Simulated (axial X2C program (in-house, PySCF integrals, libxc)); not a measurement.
# HfO: properties at the nuclei

Aim: properties at the nuclei of HfO, with spin–orbit coupling in the Hamiltonian from the start.

The runs use an in-house X2C program for linear molecules on PySCF integrals; two-component X2C with atomic mean-field terms, Hf dyall-cv3z, O dyall-av3z.

All values are calculated.

### 1 Input

task.json

```json
{"zs": [72, 8], "q": 0, "bas": ["dyall-cv3z", "dyall-av3z"], "r0": 1.85, "levels": ["PBE0", "HF", "TPSSh", "B3LYP", "LDA"], "nst": 3}
```

Keys: zs atomic numbers; q charge; bas basis sets; r0 starting distance in Å; levels methods (HF also brings MP2); nst determinants followed.

The run is started by

```sh
python soeom.py task.json out
```

Nuclei are Gaussian, cores are contracted, and the Gaunt term is on.

### 2 Expectation values, lowest determinant

R = 1.713 Å. State: Ω = 0 (closed shell).

Output of the PBE0 run:

```text
two-component X2C + atomic mean field  PBE0
basis functions 239  fitting functions 1197  grid points 5077
iter        total energy     max residual
   1     -15151.741579281     4.63e-06
   2     -15151.741579280     1.26e-05
   3     -15151.741579282     2.63e-06
converged
one-electron -21137.15049532  Coulomb 6141.35341040  exact exchange -78.95183750  xc functional -242.21463724  nuclear repulsion 177.93699562  atomic mean-field constant -12.71501524
```

The highest occupied spinor is 64% Hf s, 12% Hf d, 10% O p.

```
level  qzz Hf (a.u.)  qzz O (a.u.)  μ (D)
 PBE0          -8.00         -0.54  -3.43
   HF          -8.28         -0.66  -3.91
TPSSh          -8.11         -0.56  -3.29
B3LYP          -8.22         -0.55  -3.49
  LDA          -8.04         -0.53  -3.24
```

Eeff is the effective electric field on the electron dipole moment in this Ω state and Ws the scalar–pseudoscalar constant (defined with the proton number Z and per Ω); A∥ is the parallel hyperfine constant, which follows by multiplying with the nuclear g factor gI = μI/(I μN); qzz is the electric field gradient, eQq0 = 234.96 MHz × Q/barn × qzz; μ is positive if O is the positive end. The operators were transformed with the bare-nucleus X2C matrices.

### 3 Expectation values, a higher determinant

R = 1.713 Å. State: Ω = 1 (excess of +ω over −ω: ω = -1/2, ω = 3/2), 0.89 eV above the lowest in the PBE0 search for states (made at or near this distance, with looser thresholds).

Output of the PBE0 run:

```text
two-component X2C + atomic mean field  PBE0
basis functions 239  fitting functions 1197  grid points 5077
iter        total energy     max residual
   1     -15151.708757162     2.94e-05
   2     -15151.708757200     2.58e-05
   3     -15151.708757208     1.20e-05
   4     -15151.708757215     7.29e-06
   5     -15151.708757217     6.65e-06
   6     -15151.708757218     1.65e-07
converged
one-electron -21142.46658375  Coulomb 6146.83179101  exact exchange -78.98815923  xc functional -242.30778563  nuclear repulsion 177.93699562  atomic mean-field constant -12.71501524
```

The highest occupied spinor is 97% Hf d.

```
level  Eeff magnitude (GV/cm)  Ws magnitude Hf (kHz)  A∥/gI Hf (MHz)  qzz Hf (a.u.)  A∥/gI O (MHz)  qzz O (a.u.)  μ (D)
 PBE0                    33.1                   29.6           -4230          -3.79          -16.7         -0.46  -4.82
   HF                    42.1                   37.6           -3620          -3.79          -2.95         -0.62  -5.49
TPSSh                      31                   27.5           -4180          -3.87          -16.7         -0.47  -4.67
B3LYP                    33.1                   29.6           -4360          -3.96          -18.7         -0.47  -4.78
  LDA                    31.3                     28           -4430          -4.00          -19.6         -0.45  -4.40
```

### 4 Expectation values, a higher determinant

R = 1.713 Å. State: Ω = 3 (excess of +ω over −ω: ω = 1/2, ω = 5/2), 1.20 eV above the lowest in the PBE0 search for states (made at or near this distance, with looser thresholds).

Output of the PBE0 run:

```text
two-component X2C + atomic mean field  PBE0
basis functions 239  fitting functions 1197  grid points 5077
iter        total energy     max residual
   1     -15151.697540906     6.58e-06
   2     -15151.697540906     1.29e-05
   3     -15151.697540907     2.56e-06
converged
one-electron -21141.98337264  Coulomb 6146.35135153  exact exchange -78.98676685  xc functional -242.30073332  nuclear repulsion 177.93699562  atomic mean-field constant -12.71501524
```

The highest occupied spinor is 97% Hf d.

```
level  Eeff magnitude (GV/cm)  Ws magnitude Hf (kHz)  A∥/gI Hf (MHz)  qzz Hf (a.u.)  A∥/gI O (MHz)  qzz O (a.u.)  μ (D)
 PBE0                    32.4                    9.7            1900          -4.10           6.55         -0.47  -4.79
   HF                    40.7                   12.2            1580          -3.90          -4.98         -0.61  -5.48
TPSSh                    30.3                   9.02            1910          -4.21           7.67         -0.48  -4.64
B3LYP                    32.4                   9.76            1950          -4.28           7.62         -0.47  -4.75
  LDA                    30.8                   9.28            2010          -4.38           9.29         -0.46  -4.36
```

### 5 Summary of results

| quantity | value |
| --- | --- |
| lowest determinant | Ω = 0 (closed shell) |
| qzz Hf (a.u.), PBE0 | -8.00 |
| qzz O (a.u.), PBE0 | -0.54 |
| μ (D), PBE0 | -3.43 |
| higher determinant | Ω = 1 (excess of +ω over −ω: ω = -1/2, ω = 3/2) |
| Eeff magnitude (GV/cm), PBE0, higher determinant | 33.1 |
| Ws magnitude Hf (kHz), PBE0, higher determinant | 29.6 |
| A∥/gI Hf (MHz), PBE0, higher determinant | -4230 |
| qzz Hf (a.u.), PBE0, higher determinant | -3.79 |
| higher determinant | Ω = 3 (excess of +ω over −ω: ω = 1/2, ω = 5/2) |
| Eeff magnitude (GV/cm), PBE0, higher determinant | 32.4 |
| Ws magnitude Hf (kHz), PBE0, higher determinant | 9.7 |
| A∥/gI Hf (MHz), PBE0, higher determinant | 1900 |
| qzz Hf (a.u.), PBE0, higher determinant | -4.10 |

In words: The expectation values come from single determinants, which for open shells can mix terms of unlike spin or miss the lowest Ω, so a determinant need not be a state. Eeff is the effective electric field on the electron dipole moment in this Ω state and Ws the scalar–pseudoscalar constant (defined with the proton number Z and per Ω); A∥ is the parallel hyperfine constant, which follows by multiplying with the nuclear g factor gI = μI/(I μN); qzz is the electric field gradient, eQq0 = 234.96 MHz × Q/barn × qzz; μ is positive if O is the positive end. The operators were transformed with the bare-nucleus X2C matrices.
